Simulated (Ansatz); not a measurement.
# Fe (Fe, hcp): the cost of one run

Method: DFT m-r2SCAN, plane waves (500 eV) with PAW, scalar-relativistic; PAW files made under PBE, frozen cores solved again for the functional; m-r²SCAN is r²SCAN on the gauge-invariant kinetic-energy density, in Ansatz 0.2.0.

## 1. The system as given

Symmetry: P6_3/mmc, No. 194, hexagonal system. The conventional cell has a = 2.554 Å, b = 2.554 Å, c = 4.170 Å, α = 90.00°, β = 90.00°, γ = 120.00°. Fe (site symmetry -6m2) is surrounded by 12 Fe at 2.55 Å.

As a file:

```xyz
2
Lattice="2.5538 0.0000 0.0000 -1.2769 2.2116 0.0000 0.0000 0.0000 4.1703" Properties=species:S:1:pos:R:3 pbc="T T T"
Fe    0.0000    1.4744    1.0426
Fe    1.2769    0.7372    3.1277
```

The atoms start with moments of +2.5 ×2 μB.

## 2. Relaxation of the cell

The input, input.yaml:

```yaml
crystal:
  lattice:
    - [2.5537576109, 0.0, 0.0]
    - [-1.2768788055, 2.2116189662, 0.0]
    - [0.0, 0.0, 4.1702861787]
  atoms:
    - { symbol: Fe, position: [0.3333333333, 0.6666666667, 0.25], spin: 2.5 }
    - { symbol: Fe, position: [0.6666666667, 0.3333333333, 0.75], spin: 2.5 }
hamiltonian:
  xc: mr2scan
  pseudopotentials:
    kind: paw
    azcp:
      Fe: "pseudopotentials/Fe.paw.azcp"
basis:
  ecutwfc: 500
  fft_grid_basis: typed
kpoints:
  mp_grid: { grid: [14, 14, 8], shift: [0, 0, 0] }
magnetization:
  spin_polarized: true
scf:
  occupations: { method: fermi_dirac, width: 0.05 }
relax:
  max_steps: 60
  f_tol: 0.01
  cell: {}
```

What time and memory should one allow on 2 threads of Arm Neoverse V2, shared host?

About 2 min, with a peak of 0.45 GiB.
